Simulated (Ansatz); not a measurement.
# GeNH₄+ (SMILES [NH2][GeH2+]): single points off equilibrium

One table from this session's results is given with a row withheld; the runs are named, their logs left out.

The runs use Ansatz 0.2.0, Gaussian basis; single points in def2-TZVPP.

Correlated methods freeze the cores. Filled d shells of the heavier atoms are correlated.

### The system as given

6 atoms, charge 1, spin multiplicity 1.

Atoms are counted from 1 here; the program's logs count them from 0.

Bond lengths: N1–Ge2 1.710 Å, N1–H3 0.936 Å, N1–H4 1.114 Å, Ge2–H5 1.595 Å, Ge2–H6 1.465 Å. Angles: Ge2–N1–H3 131.8°, Ge2–N1–H4 127.9°, H3–N1–H4 100.1°, N1–Ge2–H5 110.9°, N1–Ge2–H6 113.8°, H5–Ge2–H6 133.2°.

As a file:

```xyz
6

N     0.0155   -0.8536    0.1588
Ge    0.0050    0.8505    0.0181
H     0.6235   -1.4427    0.5571
H    -0.7835   -1.5695   -0.1406
H    -1.1162    1.3302   -1.0094
H     1.1941    1.4964    0.5797
```

The first run:

File run/in.yaml:

```yaml
crystal:
  periodic: [false, false, false]
  atoms:
    - {symbol: N, position_ang: [0.015500, -0.853600, 0.158800]}
    - {symbol: Ge, position_ang: [0.005000, 0.850500, 0.018100]}
    - {symbol: H, position_ang: [0.623500, -1.442700, 0.557100]}
    - {symbol: H, position_ang: [-0.783500, -1.569500, -0.140600]}
    - {symbol: H, position_ang: [-1.116200, 1.330200, -1.009400]}
    - {symbol: H, position_ang: [1.194100, 1.496400, 0.579700]}
basis:
  gaussian: {orbitals: def2-TZVPP}
total_charge: 1
correlation: {method: ccsd_t}
output: {forces: true}
```

No record of the launch command was kept for these runs.

Among the steps run: CCSD(T)/def2-TZVPP; PBE0-D4/def2-TZVPP; wB97M-V/def2-TZVPP; r2SCAN-D4/def2-TZVPP; PBE-D4/def2-TZVPP; LC-wPBE/def2-TZVPP; r2SCANh-D4/def2-TZVPP.

One table of the session follows, with a row left open; its other results are not shown here.

| method | RMS force component (eV/Å) | angle to CCSD(T) forces (°) |
| --- | --- | --- |
| CCSD(T) | 2.072 | reference |
| PBE0-D4 | 2.078 | 2.4 |
| wB97M-V | 2.067 | 1.6 |
| r2SCAN-D4 | 2.056 | 1.3 |
| PBE-D4 | 2.078 | 4.7 |
| LC-wPBE | ? | ? |
| r2SCANh-D4 | 2.060 | 2.1 |

Estimate the missing values for LC-wPBE.

As computed: RMS force component (eV/Å): 2.098; angle to CCSD(T) forces (°): 5.3. In the column «RMS force component (eV/Å)» it is the highest.
